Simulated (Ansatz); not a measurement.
# CuI (F-43m): comparison of functionals at one structure from a Python script

How far apart do the functionals lie for CuI (F-43m) at one structure? A script is to give a comparison of functionals at one structure; the system is CuI (F-43m).

The COD entry's cell or inner coordinates are ideal or old and differ from later refinements, so a difference from it is no clean test against experiment.

Program: Ansatz 0.2.0 through its Python package. The levels of theory stand in the script. These are calculated values, not measurements.

**1. Starting point**

Symmetry: F-43m, No. 216, cubic system. The conventional cell has a = 6.063 Å, b = 6.063 Å, c = 6.063 Å, α = 90.00°, β = 90.00°, γ = 90.00°. Cu (site symmetry -43m) has 4 I at 2.63 Å as nearest neighbours. I (site symmetry -43m) has 4 Cu at 2.63 Å as nearest neighbours.

No structure file is read: the coordinates are typed or built in the script.

**2. The code**

File xc_cui.py:

```python
import argparse
import logging
import sys
import warnings

import ansatz as az
import numpy as np

logging.basicConfig(stream=sys.stdout, format="[%(levelname)s] %(message)s")
logger = logging.getLogger("ansatz_job")
logger.setLevel(logging.INFO)

parser = argparse.ArgumentParser(description="One structure of CuI under several functionals.")
parser.add_argument("--cutoff-ev", type=float, required=True, help="plane-wave cutoff (eV)")
parser.add_argument("--mesh", type=int, nargs=3, required=True, help="k-point sampling")
parser.add_argument("--tolerance", type=float, default=1e-10, help="SCF tolerance (eV)")
args = parser.parse_args()

warnings.simplefilter("ignore", az.DeckWarning)

vectors = np.array([
    [0.0, 3.0315, 3.0315],
    [3.0315, 0.0, 3.0315],
    [3.0315, 3.0315, 0.0],
])
xtal = (
    az.Lattice.of(vectors)
    .atom("Cu", (0.25, 0.25, 0.25))
    .atom("I", (0.0, 0.0, 0.0))
)

base = (
    xtal.calculation()
    .basis(args.cutoff_ev)
    .occupations(az.OccupationsMethod.FIXED)
    .kpoints(*args.mesh)
    .scf(tolerance=args.tolerance)
    .forces()
    .stress()
)

rows = []
for value in ["revpbe", "rpbe", "lda", "pbe"]:
    summary = base.functional(value).run().report
    rows.append((value, summary["free_energy_ev"] / len(summary["lattice"]["sites"]), summary["n_iterations"], sum(summary["stress_gpa"][i][i] for i in range(3)) / 3, max(abs(f) for row in summary["forces_ev_ang"] for f in row), summary["n_kpoints"]))

logger.info("  functional   F/atom (eV)    iterations       P (GPa)  max component (eV/A)      k-points")
for row in rows:
    logger.info(f"{str(row[0]):>12s}  {row[1]:12.5f}  {row[2]:12d}  {row[3]:12.3f}  {row[4]:20.4f}  {row[5]:12d}")
```

**3. The calls as engine input**

The package turns the script's settings into the engine's input (first run):

```yaml
crystal:
  lattice:
    - [0.0, 3.0315, 3.0315]
    - [3.0315, 0.0, 3.0315]
    - [3.0315, 3.0315, 0.0]
  atoms:
    - { symbol: Cu, position: [0.25, 0.25, 0.25] }
    - { symbol: I, position: [0.0, 0.0, 0.0] }
basis:
  ecutwfc: 550.0
kpoints:
  mp_grid:
    grid: [6, 6, 6]
hamiltonian:
  xc: revpbe
scf:
  convergence:
    dr2_threshold: 1.0e-10
  occupations:
    method: fixed
output:
  forces: true
  stress: true
```

**4. The run**

The run is started by

```sh
$ python xc_cui.py --cutoff-ev 550.0 --mesh 6 6 6
```

What it wrote:

```text
[INFO]   functional   F/atom (eV)    iterations       P (GPa)  max component (eV/A)      k-points
[INFO]       revpbe   -7074.28383             9         1.821                0.0000            16
[INFO]         rpbe   -7076.34520             9         2.374                0.0000            16
[INFO]          lda   -6955.85912             8        -4.406                0.0000            16
[INFO]          pbe   -7069.18419             8         0.331                0.0000            16
```

Run time: 16 s. Hardware: 1 thread of Arm Neoverse V1, shared host; peak memory 0.43 GiB.

**5. What changed from run to run**

The engine's inputs for the other runs:

Run 2, against run 1:

```diff
@@ -15 +15 @@
-  xc: revpbe
+  xc: rpbe
```

Run 3, against run 1:

```diff
@@ -15 +15 @@
-  xc: revpbe
+  xc: lda
```

Run 4, against run 1:

```diff
@@ -15 +15 @@
-  xc: revpbe
+  xc: pbe
```

**6. The engine's runs**

One row for each of the 4 runs:

```
run  functional  energy (eV/atom)  pressure (GPa)  gap on the mesh (eV)  SCF cycles  CPU time (s)
  1      revpbe        -7074.2838            1.82                  1.22           9           3.9
  2        rpbe        -7076.3452            2.37                  1.26           9           3.9
  3         lda        -6955.8591           -4.41                  0.94           8           3.4
  4         pbe        -7069.1842            0.33                  1.12           8           3.5
```

Totals under unlike functionals or potentials can't be compared directly.

**7. Results**

| quantity | value |
| --- | --- |
| runs compared | 4 |
| pressure at this cell | -4.4 (lda) to 2.4 GPa (rpbe) |
| gap on the mesh | 0.94 (lda) to 1.26 eV (rpbe) |

**Reading.** From lowest to highest: LDA (-4.4 GPa), PBE (0.3 GPa), revPBE (1.8 GPa) and RPBE (2.4 GPa). At a fixed cell a lower pressure usually means a smaller equilibrium volume, so LDA prefers the smallest cell and RPBE the largest. Gaps by band count in the reports: revPBE 1.22 eV, RPBE 1.26 eV, LDA 0.94 eV and PBE 1.12 eV. Notes:
- No spin polarisation was allowed.
- Forces vanish by symmetry here and test nothing.
- Of the deposited cell: the entry's cell lengths or inner coordinates differ somewhat from later room-temperature determinations.
- Pressure is positive in compression.
- Without a Hubbard U or exact exchange, semilocal functionals often make such 3d compounds metallic or too weakly gapped.
- Total energies of different functionals can't be compared; pressures, moments and gaps at this one structure can.
